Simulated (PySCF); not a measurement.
# C2H7BF2O: the cost of one run

The runs use PySCF 2.14.0, with density-fitted response routines of our own; the level of theory stands in each step. All values are computed, except where a source is named. Atoms count from 0, in the outputs and in this text.

### 1 Starting geometry

13 atoms, charge 0, multiplicity 1; geometry from: GFN2-xTB. The atoms were then displaced at random by about 0.01 Å, so the start is not that level's minimum.

Bonds of the start (Å): B0–O1 1.78, O1–C2 1.43, O1–C3 1.40, C3–F4 1.35, C3–F5 1.31, B0–H6 1.17, B0–H7 1.20, B0–H8 1.17, C2–H9 1.11, C2–H10 1.10, C2–H11 1.06, C3–H12 1.09.

### 2 Optimising the geometry at PBE0-D3(BJ)/def2-SVP

Job settings and geometry (Å):

```
{"job": {"xc": "PBE0", "basis": "def2-SVP", "d3": "d3bj", "grid": 1, "shake": 0.01, "kind": "geom"}, "charge": 0, "multiplicity": 1}
B     -0.572070    -0.701240    -1.342340
O      0.063160     0.430150    -0.122870
C     -0.861490     0.584600     0.958300
C      1.377760     0.168930     0.276960
F      1.484070    -1.097450     0.737100
F      2.172630     0.305950    -0.751850
H      0.286640    -0.749910    -2.134070
H     -1.521550    -0.051330    -1.693110
H     -0.823270    -1.654440    -0.715030
H     -0.511310     1.397300     1.628280
H     -0.941940    -0.344040     1.544510
H     -1.794900     0.831830     0.524940
H      1.648100     0.862770     1.078850
```

Command:

```bash
$ OMP_NUM_THREADS=1 python probes_run.py task.json out
```

One launch serves the whole session: the jobs run in the order shown.

**Question.** How long does this first job take on 1 thread of Arm Neoverse V1, shared host, and how much memory does it need?

About 65 s, with a peak of 0.5 GiB.
